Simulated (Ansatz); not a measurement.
# C₂H₉N₂Ta: how energies converge with the basis set

An exercise on one series of results from a longer session: the logs are not shown, and one member is left open.

The runs use Ansatz 0.2.0, Gaussian basis; one geometry, several basis sets.

Levels to be run: PBE0-D4/def2-SVP; ωB97M-V/def2-SVP; PBE0-D4/def2-QZVPP; ωB97M-V/def2-QZVPP; the functionals' def2-TZVPP values are taken from earlier runs.

### Structure used throughout

All runs share one geometry, relaxed beforehand with PBE0-D4 in a triple-zeta def2 set. Ta takes the def2 core potential; no spin-orbit term is included.

SMILES `[CH3][Ta]([CH3])(=[NH])[NH2]`, 14 atoms, charge 0, spin multiplicity 1.

Atoms are counted from 1 here; the program's logs count them from 0.

Bond lengths: C1–Ta2 2.174 Å, C1–H6 1.097 Å, C1–H7 1.093 Å, C1–H8 1.098 Å, Ta2–C3 2.174 Å, Ta2–N4 1.764 Å, Ta2–N5 1.979 Å, C3–H9 1.097 Å, C3–H10 1.093 Å, C3–H11 1.098 Å, N4–H12 1.006 Å, N5–H13 1.008 Å, N5–H14 1.012 Å. Angles: Ta2–C1–H6 109.5°, Ta2–C1–H7 113.5°, Ta2–C1–H8 110.9°, H6–C1–H7 107.2°, H6–C1–H8 107.7°, H7–C1–H8 107.9°, C1–Ta2–C3 109.1°, C1–Ta2–N4 108.1°, C1–Ta2–N5 111.7°, C3–Ta2–N4 108.0°, C3–Ta2–N5 111.7°, N4–Ta2–N5 108.0°, Ta2–C3–H9 109.5°, Ta2–C3–H10 113.5°, Ta2–C3–H11 110.9°, H9–C3–H10 107.2°, H9–C3–H11 107.7°, H10–C3–H11 107.9° and more.

The first run:

Input file in.yaml:

```yaml
crystal:
  periodic: [false, false, false]
  atoms:
    - {symbol: C, position_ang: [-1.948970, -0.244099, -0.396692]}
    - {symbol: Ta, position_ang: [0.108505, 0.332616, 0.004891]}
    - {symbol: C, position_ang: [1.085489, -1.249833, 1.131196]}
    - {symbol: N, position_ang: [0.083780, 1.782835, 1.009727]}
    - {symbol: N, position_ang: [1.088479, 0.758700, -1.661114]}
    - {symbol: H, position_ang: [-2.441872, -0.521584, 0.543408]}
    - {symbol: H, position_ang: [-2.544161, 0.553454, -0.849762]}
    - {symbol: H, position_ang: [-1.989061, -1.115232, -1.064258]}
    - {symbol: H, position_ang: [0.484387, -1.493977, 2.016022]}
    - {symbol: H, position_ang: [2.084617, -0.980458, 1.484420]}
    - {symbol: H, position_ang: [1.176201, -2.162639, 0.527337]}
    - {symbol: H, position_ang: [0.057234, 2.596271, 1.600417]}
    - {symbol: H, position_ang: [1.509554, 1.637107, -1.920796]}
    - {symbol: H, position_ang: [1.232817, 0.077539, -2.395994]}
basis:
  gaussian: {orbitals: def2-SVP}
hamiltonian: {xc: pbe0, dispersion: d4}
output: {orbitals: {seedname: orbitals}}
```

Run with:

```bash
$ ansatz run in.yaml --threads 4 --pin off --events-out ev --progress --plain --max-ram 11315MiB
```

Steps of the session up to this table: PBE0-D4 in def2-SVP; ωB97M-V in def2-SVP; PBE0-D4 in def2-QZVPP; ωB97M-V in def2-QZVPP.

One table of the session follows, with a row left open; its other results are not shown here.

It belongs to the step «Density functionals: the series». 

```
functional       basis  HOMO (eV)
   PBE0-D4    def2-SVP      -6.93
   PBE0-D4  def2-TZVPP      -7.03
   PBE0-D4  def2-QZVPP      -7.07
   ωB97M-V    def2-SVP      -9.26
   ωB97M-V  def2-TZVPP      -9.39
   ωB97M-V  def2-QZVPP          ?
```

Q: Estimate the row for ωB97M-V, def2-QZVPP from the others.

As computed: HOMO (eV): -9.42. In the column «HOMO (eV)» it is the lowest.
